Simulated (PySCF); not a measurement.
**C3H11BN2: a tour of settings**

Which settings matter for C3H11BN2 (`CNB(C)NC`)?

The runs use PySCF 2.14.0, with density-fitted response routines of our own; the level of theory stands in each step. All values are computed, except where a source is named. Atoms count from 0, in the outputs and in this text.

1 further run of the same task is left out (set aside as unsound or not needed).

## 1. The starting structure

17 atoms, charge 0, multiplicity 1; geometry from: GFN2-xTB.

Bonds of the start (Å): C0–N1 1.44, N1–B2 1.41, B2–C3 1.60, B2–N4 1.41, N4–C5 1.44, C0–H6 1.09, C0–H7 1.10, C0–H8 1.09, N1–H9 1.01, C3–H10 1.09, C3–H11 1.09, C3–H12 1.09, N4–H13 1.01, C5–H14 1.09, C5–H15 1.10, C5–H16 1.10.

## 2. NMR shieldings: PBE0/pcSseg-1

What the job is given:

```
{"job": {"kind": "nmr", "xc": "PBE0", "basis": "pcSseg-1"}, "charge": 0, "multiplicity": 1}
C     -1.945335    -1.370734     0.746563
N     -1.470703    -0.063236     0.365226
B     -0.181798     0.354675    -0.024641
C      0.036814     1.895683    -0.382228
N      0.881806    -0.560429    -0.100429
C      2.242780    -0.310517    -0.502058
H     -2.882055    -1.609215     0.233267
H     -2.123750    -1.436896     1.827220
H     -1.212879    -2.128392     0.477031
H     -2.189642     0.637295     0.451491
H     -0.876465     2.474982    -0.268022
H      0.373209     2.026469    -1.409100
H      0.788909     2.352305     0.258472
H      0.732942    -1.526119     0.147582
H      2.355072     0.734637    -0.775928
H      2.520347    -0.926097    -1.365397
H      2.943749    -0.532381     0.311042
```

Level: GIAO PBE0/pcSseg-1 NMR shielding, non-relativistic, gas phase.

Run with:

```console
> OMP_NUM_THREADS=1 python probes_run.py task.json out
```

The driver reads the jobs from task.json and runs them one after another.

Standard output:

```text
coarse grid: 13288 points
cycle   1  E = -254.9350406701  dE =  5.119e-01  |g| = 5.212e-01  |ddm| = 3.360e+00
cycle   2  E = -254.9196544816  dE =  1.539e-02  |g| = 5.962e-01  |ddm| = 9.606e-01
cycle   3  E = -255.0044217095  dE = -8.477e-02  |g| = 4.985e-02  |ddm| = 5.242e-01
cycle   4  E = -255.0047982243  dE = -3.765e-04  |g| = 2.470e-02  |ddm| = 4.246e-02
cycle   5  E = -255.0049278452  dE = -1.296e-04  |g| = 3.900e-03  |ddm| = 1.700e-02
cycle   6  E = -255.0049309823  dE = -3.137e-06  |g| = 1.072e-03  |ddm| = 3.233e-03
final grid: 125912 points
cycle   7  E = -255.0335996201  dE = -3.867e-05  |g| = 9.503e-03  |ddm| = 2.561e-02
cycle   8  E = -255.0335935824  dE =  6.038e-06  |g| = 1.094e-02  |ddm| = 1.521e-02
cycle   9  E = -255.0336213739  dE = -2.779e-05  |g| = 7.412e-04  |ddm| = 7.937e-03
cycle  10  E = -255.0336214823  dE = -1.084e-07  |g| = 1.985e-04  |ddm| = 5.387e-04
cycle  11  E = -255.0336214901  dE = -7.817e-09  |g| = 4.277e-05  |ddm| = 1.528e-04
cycle  12  E = -255.0336214904  dE = -3.358e-10  |g| = 2.066e-05  |ddm| = 4.409e-05
converged SCF energy = -255.0336214904

GIAO shielding tensors (ppm)
atom      isotropic    diamagn.    paramagn.     s11        s22        s33       span
  0 C      156.929     243.777     -86.848    131.289    154.282    185.217     53.927
  1 N      193.908     322.041    -128.133    154.763    197.655    229.306     74.544
  2 B       74.907     195.491    -120.584     54.048     63.120    107.554     53.506
  3 C      186.391     253.462     -67.070    181.183    185.479    192.512     11.329
  4 N      197.624     323.494    -125.869    134.883    221.471    236.520    101.637
  5 C      153.891     242.771     -88.881    130.937    145.539    185.196     54.260
  6 H       28.998      28.000       0.998     23.908     27.012     36.073     12.165
  7 H       28.920      28.385       0.535     23.708     26.758     36.293     12.584
  8 H       29.103      31.166      -2.064     24.312     29.554     33.443      9.131
  9 H       29.847      34.329      -4.482     20.778     31.498     37.265     16.487
 10 H       32.122      32.278      -0.156     27.695     30.741     37.931     10.236
 11 H       31.441      31.837      -0.396     27.212     29.652     37.459     10.246
 12 H       31.470      31.861      -0.391     27.240     29.667     37.501     10.261
 13 H       29.771      35.634      -5.864     20.404     32.085     36.823     16.420
 14 H       28.808      30.096      -1.288     24.145     29.659     32.620      8.475
 15 H       28.813      28.164       0.649     23.668     26.777     35.994     12.326
 16 H       28.782      28.192       0.590     23.687     26.693     35.966     12.279
```

Wall time 51 s (1 thread, shared host).

The references, computed at this level on geometries of the same kind, shield at (ppm): 1H TMS 31.72, 13C TMS 186.9, 15N NH3 267.7, 11B BF3·OEt2 100.1. Their shielding less the atom's gives the shift. The references are single molecules in the gas phase, so shifts against H2O, NH3, PH3, H3PO4 or CFCl3 are not on the usual liquid scales and can be off by tens of ppm. Atoms listed in one row are averaged.

| atoms | environment | σ (ppm) | δ (ppm) | δ scaled to CDCl3 |
| --- | --- | --- | --- | --- |
| C0, C5 | methyl carbon bonded to N | 155.4 | 31.5 | 28.8 |
| C3 | methyl carbon bonded to B | 186.4 | 0.5 | -1.4 |
| H6, H7, H8, H14, H15, H16 | hydrogen on a methyl carbon bonded to N | 28.90 | 2.81 | 2.76 |
| H9, H13 | hydrogen on a nitrogen bonded to C, B | 29.81 | 1.91 | – |
| H10, H11, H12 | hydrogen on a methyl carbon bonded to B | 31.68 | 0.04 | 0.14 |
| N1, N4 | nitrogen bonded to C, B, H | 195.8 | 72.0 | – |
| B2 | boron bonded to C, 2 N | 74.9 | 25.2 | – |

The scaled column applies a straight-line fit of computed shieldings to shifts measured in CDCl3 (root-mean-square error 0.16 ppm for H, 1.9 ppm for C).

Charges from the same density, by scheme (e):

| atoms | Mulliken | IAO | Hirshfeld | ESP fit |
| --- | --- | --- | --- | --- |
| C0, C5 | -0.09 | -0.29 | -0.06 | -0.19 |
| N1, N4 | -0.56 | -0.42 | -0.20 | -0.55 |
| B2 | 0.52 | 0.27 | 0.16 | 0.51 |
| C3 | -0.55 | -0.58 | -0.20 | -0.76 |

Mayer bond orders: C0–N1 0.98, N1–B2 1.19, B2–C3 0.99, B2–N4 1.18, N4–C5 0.99.

## 3. Ultraviolet spectrum: PBE0/def2-SVPD

Settings changed since step 2:

```diff
@@ -1,2 +1,2 @@
-{"job": {"kind": "nmr", "xc": "PBE0", "basis": "pcSseg-1"}, "charge": 0, "multiplicity": 1}
+{"job": {"kind": "uv", "xc": "PBE0", "basis": "def2-SVPD", "nstates": 6, "ntriplets": 2}, "charge": 0, "multiplicity": 1}
 C     -1.945335    -1.370734     0.746563
```

Level: TDDFT PBE0/def2-SVPD, vertical, gas phase, core orbitals frozen in the response.

Standard output:

```text
coarse grid: 13288 points
cycle   1  E = -254.8045240864  dE =  4.546e-01  |g| = 5.046e-01  |ddm| = 6.619e+00
cycle   2  E = -254.7816590154  dE =  2.287e-02  |g| = 6.021e-01  |ddm| = 1.485e+00
cycle   3  E = -254.8715215820  dE = -8.986e-02  |g| = 5.320e-02  |ddm| = 7.383e-01
cycle   4  E = -254.8719926098  dE = -4.710e-04  |g| = 2.613e-02  |ddm| = 9.740e-02
cycle   5  E = -254.8721457539  dE = -1.531e-04  |g| = 3.788e-03  |ddm| = 3.770e-02
cycle   6  E = -254.8721489543  dE = -3.200e-06  |g| = 1.093e-03  |ddm| = 8.316e-03
final grid: 125912 points
cycle   7  E = -254.9002111788  dE = -4.593e-05  |g| = 9.165e-03  |ddm| = 1.626e-01
cycle   8  E = -254.9002041612  dE =  7.018e-06  |g| = 1.077e-02  |ddm| = 2.887e-02
cycle   9  E = -254.9002321003  dE = -2.794e-05  |g| = 8.458e-04  |ddm| = 1.230e-02
cycle  10  E = -254.9002322505  dE = -1.502e-07  |g| = 1.962e-04  |ddm| = 1.351e-03
cycle  11  E = -254.9002322586  dE = -8.145e-09  |g| = 4.895e-05  |ddm| = 4.543e-04
cycle  12  E = -254.9002322591  dE = -4.796e-10  |g| = 2.375e-05  |ddm| = 1.179e-04
converged SCF energy = -254.9002322591

Static polarisability (au): isotropic 69.732, principal 55.090 70.981 83.126

Singlet excitations
state   eV       nm        f      main configurations
  1   5.4036    229.4   0.00006   H->L 0.98
  2   6.1904    200.3   0.00039   H->L+2 0.72, H->L+1 0.20
  3   6.3170    196.3   0.01242   H->L+1 0.76, H->L+2 0.22
  4   7.1215    174.1   0.00334   H-1->L 0.66, H->L+3 0.25
  5   7.2261    171.6   0.01700   H->L+3 0.52, H-1->L 0.22, H->L+4 0.13
  6   7.2828    170.2   0.04727   H->L+4 0.55, H->L+3 0.16, H->L+6 0.09

Triplet excitations (Tamm-Dancoff, eV): 5.2911 6.0286
```

Run time: 71 s. Hardware: 1 thread, shared host.

Frontier orbitals and where they lie:

| orbital | eV | atoms |
| --- | --- | --- |
| HOMO−3 | -10.07 | C0 16 %, N1 14 %, C5 11 % |
| HOMO−2 | -8.83 | C3 39 %, B2 23 %, N4 8 % |
| HOMO−1 | -7.79 | N1 25 %, N4 25 %, B2 14 % |
| HOMO | -6.14 | N1 34 %, N4 33 %, C5 7 % |
| LUMO | 0.45 | B2 38 %, C0 13 %, C5 6 % |
| LUMO+1 | 1.18 | C0 18 %, C5 17 %, H6 8 % |
| LUMO+2 | 1.28 | H13 13 %, H9 11 %, C5 11 % |

With each of the 6 states as a Gaussian band of 0.4 eV half-width at 1/e, the curve within the window shown has maxima at 196 nm (ε 530), 171 nm (ε 2,700) L/(mol cm). Beyond the last state computed it falls off for lack of states. The curve at chosen wavelengths:

nm, ε (L/mol/cm) and a bar:
```
      164       1437 ################
      168       2403 ###########################
      172       2697 ##############################
      175       2344 ##########################
      179       1516 #################
      183        834 #########
      187        530 ######
      190        489 #####
      194        522 ######
      198        521 ######
      202        442 #####
      205        350 ####
      209        224 ##
      213        125 #
      217         62 #
      220         35 
      224         16 
      228          7 
      232          4 
      235          3 
      239          2 
      243          2 
      247          1 
      250          1 
      254          0 
      258          0
```

Ground-state properties from the same run:

| property | computed |
| --- | --- |
| dipole moment (D) | 1.07 |
| polarisability (Å³) | 10.33 |
| HOMO–LUMO gap (eV) | 6.59 |
| −ε(HOMO) (eV) | 6.14 |

## 4. NMR shieldings: revPBE/pcSseg-1

Settings changed since step 3:

```diff
@@ -1,2 +1,2 @@
-{"job": {"kind": "uv", "xc": "PBE0", "basis": "def2-SVPD", "nstates": 6, "ntriplets": 2}, "charge": 0, "multiplicity": 1}
+{"job": {"kind": "nmr", "xc": "revPBE", "basis": "pcSseg-1", "pop": true}, "charge": 0, "multiplicity": 1}
 C     -1.945335    -1.370734     0.746563
```

Method: GIAO revPBE/pcSseg-1 NMR shielding, non-relativistic, gas phase.

Standard output:

```text
coarse grid: 13288 points
cycle   1  E = -255.1019280067  dE =  3.711e-01  |g| = 6.990e-01  |ddm| = 3.428e+00
cycle   2  E = -254.9281715008  dE =  1.738e-01  |g| = 1.086e+00  |ddm| = 1.780e+00
cycle   3  E = -255.2292915231  dE = -3.011e-01  |g| = 9.452e-02  |ddm| = 1.175e+00
cycle   4  E = -255.2308347519  dE = -1.543e-03  |g| = 4.242e-02  |ddm| = 8.510e-02
cycle   5  E = -255.2312163393  dE = -3.816e-04  |g| = 7.286e-03  |ddm| = 3.188e-02
cycle   6  E = -255.2312265130  dE = -1.017e-05  |g| = 2.881e-03  |ddm| = 6.789e-03
cycle   7  E = -255.2312284840  dE = -1.971e-06  |g| = 5.116e-04  |ddm| = 2.461e-03
final grid: 125912 points
cycle   8  E = -255.2608660849  dE = -5.342e-05  |g| = 1.515e-02  |ddm| = 3.977e-02
cycle   9  E = -255.2607924129  dE =  7.367e-05  |g| = 2.306e-02  |ddm| = 3.182e-02
cycle  10  E = -255.2609228735  dE = -1.305e-04  |g| = 1.768e-03  |ddm| = 1.931e-02
cycle  11  E = -255.2609235339  dE = -6.603e-07  |g| = 3.227e-04  |ddm| = 1.288e-03
cycle  12  E = -255.2609235544  dE = -2.048e-08  |g| = 8.927e-05  |ddm| = 2.654e-04
cycle  13  E = -255.2609235558  dE = -1.487e-09  |g| = 4.429e-05  |ddm| = 9.937e-05
cycle  14  E = -255.2609235562  dE = -3.782e-10  |g| = 1.532e-05  |ddm| = 3.975e-05
converged SCF energy = -255.2609235562

GIAO shielding tensors (ppm)
atom      isotropic    diamagn.    paramagn.     s11        s22        s33       span
  0 C      151.896     243.797     -91.901    124.983    149.526    181.180     56.198
  1 N      185.392     320.950    -135.558    149.256    187.984    218.936     69.680
  2 B       73.672     196.911    -123.239     53.108     62.567    105.341     52.232
  3 C      182.138     251.927     -69.788    176.531    181.368    188.516     11.985
  4 N      189.424     322.472    -133.049    129.835    212.535    225.901     96.066
  5 C      148.484     242.889     -94.405    124.373    140.057    181.023     56.651
  6 H       28.980      28.017       0.963     24.048     27.119     35.772     11.724
  7 H       28.872      28.453       0.420     23.777     26.823     36.018     12.241
  8 H       29.095      31.483      -2.388     24.566     29.381     33.337      8.771
  9 H       29.830      34.343      -4.513     21.127     31.798     36.565     15.439
 10 H       32.235      32.263      -0.028     28.182     30.959     37.565      9.383
 11 H       31.472      31.842      -0.370     27.476     29.829     37.112      9.637
 12 H       31.501      31.866      -0.365     27.503     29.843     37.156      9.653
 13 H       29.744      35.747      -6.004     20.789     32.253     36.189     15.401
 14 H       28.808      30.371      -1.563     24.441     29.497     32.486      8.046
 15 H       28.767      28.291       0.475     23.768     26.820     35.712     11.944
 16 H       28.731      28.319       0.412     23.790     26.731     35.674     11.884
```

Run time: 79 s. Hardware: 1 thread, shared host.

In short: δ C0 32.5, C3 0.6, N1 78.0, B2 21.8, H6 2.89, H9 1.98 ppm (means over like atoms).

## 5. Nuclear shieldings: BP86/aug-pcSseg-1

Settings changed since step 4:

```diff
@@ -1,2 +1,2 @@
-{"job": {"kind": "nmr", "xc": "revPBE", "basis": "pcSseg-1", "pop": true}, "charge": 0, "multiplicity": 1}
+{"job": {"kind": "nmr", "xc": "BP86", "basis": "aug-pcSseg-1", "pop": false}, "charge": 0, "multiplicity": 1}
 C     -1.945335    -1.370734     0.746563
```

Level: GIAO BP86/aug-pcSseg-1 NMR shielding, non-relativistic, gas phase.

Standard output:

```text
coarse grid: 13288 points
cycle   1  E = -255.1752505705  dE =  3.821e-01  |g| = 7.316e-01  |ddm| = 7.991e+00
cycle   2  E = -254.9418910866  dE =  2.334e-01  |g| = 1.209e+00  |ddm| = 3.686e+00
cycle   3  E = -255.3118851286  dE = -3.700e-01  |g| = 1.270e-01  |ddm| = 2.778e+00
cycle   4  E = -255.3148965084  dE = -3.011e-03  |g| = 5.131e-02  |ddm| = 2.883e-01
cycle   5  E = -255.3154604324  dE = -5.639e-04  |g| = 9.447e-03  |ddm| = 9.967e-02
cycle   6  E = -255.3154765755  dE = -1.614e-05  |g| = 4.352e-03  |ddm| = 3.228e-02
cycle   7  E = -255.3154820362  dE = -5.461e-06  |g| = 9.096e-04  |ddm| = 7.257e-03
final grid: 125912 points
cycle   8  E = -255.3540986753  dE = -7.838e-05  |g| = 8.053e-03  |ddm| = 2.884e-01
cycle   9  E = -255.3540743953  dE =  2.428e-05  |g| = 1.281e-02  |ddm| = 3.347e-02
cycle  10  E = -255.3541135883  dE = -3.919e-05  |g| = 1.373e-03  |ddm| = 1.925e-02
cycle  11  E = -255.3541140337  dE = -4.454e-07  |g| = 3.114e-04  |ddm| = 2.720e-03
cycle  12  E = -255.3541140518  dE = -1.811e-08  |g| = 1.304e-04  |ddm| = 7.354e-04
cycle  13  E = -255.3541140550  dE = -3.169e-09  |g| = 4.189e-05  |ddm| = 2.066e-04
cycle  14  E = -255.3541140554  dE = -3.685e-10  |g| = 7.255e-06  |ddm| = 1.234e-04
converged SCF energy = -255.3541140554

GIAO shielding tensors (ppm)
atom      isotropic    diamagn.    paramagn.     s11        s22        s33       span
  0 C      151.644     262.316    -110.673    124.696    149.125    181.110     56.414
  1 N      182.714     344.921    -162.207    141.977    189.111    217.054     75.077
  2 B       71.369     161.056     -89.688     51.521     58.643    103.943     52.422
  3 C      182.157     289.507    -107.350    176.833    181.152    188.484     11.651
  4 N      185.304     349.555    -164.250    122.049    213.627    220.236     98.186
  5 C      148.322     265.448    -117.126    124.525    139.095    181.346     56.821
  6 H       28.792      27.035       1.757     23.947     26.965     35.464     11.517
  7 H       28.763      27.760       1.003     23.818     26.709     35.761     11.943
  8 H       28.890      36.908      -8.018     24.432     29.100     33.138      8.706
  9 H       29.448      53.726     -24.277     21.107     31.516     35.723     14.616
 10 H       32.078      40.294      -8.216     28.004     30.907     37.322      9.319
 11 H       31.334      34.048      -2.714     27.368     29.730     36.905      9.537
 12 H       31.367      34.184      -2.817     27.422     29.737     36.942      9.520
 13 H       29.340      53.412     -24.071     20.839     31.913     35.269     14.430
 14 H       28.497      33.907      -5.410     23.958     29.345     32.189      8.232
 15 H       28.589      24.531       4.057     23.795     26.570     35.401     11.607
 16 H       28.571      25.010       3.561     23.817     26.514     35.382     11.565
```

It took 2.7 min on 1 thread, shared host.

In short: σ C0 150.0, C3 182.2, N1 184.0, B2 71.4, H6 28.68, H9 29.39 ppm (means over like atoms).

## 6. Run by run: NMR shifts

Shifts (ppm), means over like atoms, with basis size and wall time:

| run | C0 | C3 | H6 | H9 | H10 | N1 | functions | time |
| --- | --- | --- | --- | --- | --- | --- | --- | --- |
| PBE0/pcSseg-1 | 31.5 | 0.5 | 2.81 | 1.91 | 0.04 | 72.0 | 157 | 51 s |
| revPBE/pcSseg-1 | 32.5 | 0.6 | 2.89 | 1.98 | 0.03 | 78.0 | 157 | 79 s |
| BP86/aug-pcSseg-1 | 32.7 | 0.5 | 2.97 | 2.26 | 0.06 | 73.7 | 255 | 2.7 min |

## 7. Summary of results

| quantity | value |
| --- | --- |
| 13C shifts against TMS (PBE0/pcSseg-1, means over atoms taken as alike) | 31.5, 0.5 ppm |
| 1H shifts against TMS (PBE0/pcSseg-1, means over atoms taken as alike) | 2.81, 1.91, 0.04 ppm |
| 15N shifts against NH3 (PBE0/pcSseg-1, means over atoms taken as alike) | 72.0 ppm |
| 11B shifts against BF3·OEt2 (PBE0/pcSseg-1) | 25.2 ppm |
| lowest singlet (PBE0/def2-SVPD) | 5.40 eV (229 nm), f = 0.000 |
| brightest single state of those computed | state 6, 7.28 eV, f = 0.047 |
| lowest triplet | 5.29 eV |
| range of the shift of N1 | 72.0 to 78.0 ppm |

Single values in the summary come from the first run of each kind that ended normally (PBE0/pcSseg-1; PBE0/def2-SVPD), which need not be the best level. C0, C5 (mean) (methyl carbon bonded to N) lies farthest downfield among carbon, at 31.5 ppm; deshielded by the electronegative neighbour. The most deshielded hydrogen is H6, H7, H8, H14, H15, H16 (mean) (hydrogen on a methyl carbon bonded to N), at 2.81 ppm: its carbon carries N, an electronegative neighbour. At PBE0/pcSseg-1: The widest tensor belongs to N1, N4: span 88 ppm, with a paramagnetic part of -127 ppm. The first singlet state (HOMO→LUMO 0.98) lies at 5.40 eV and is dark; of the 6 states computed, the strongest absorption comes from state 6 at 7.28 eV (the last computed, so partners may be missing). The lowest triplet lies 0.11 eV below the lowest singlet (triplets in Tamm-Dancoff, singlets in full TDDFT). States above −ε(HOMO) lie where TDDFT describes them poorly and they hang on the basis; the brightest is among them. Among the atoms with a shift in every run: In ppm, N1 (with its like atoms) moves most: its shift spreads over 6.0 ppm, from 72.0 (PBE0/pcSseg-1) to 78.0 (revPBE/pcSseg-1).
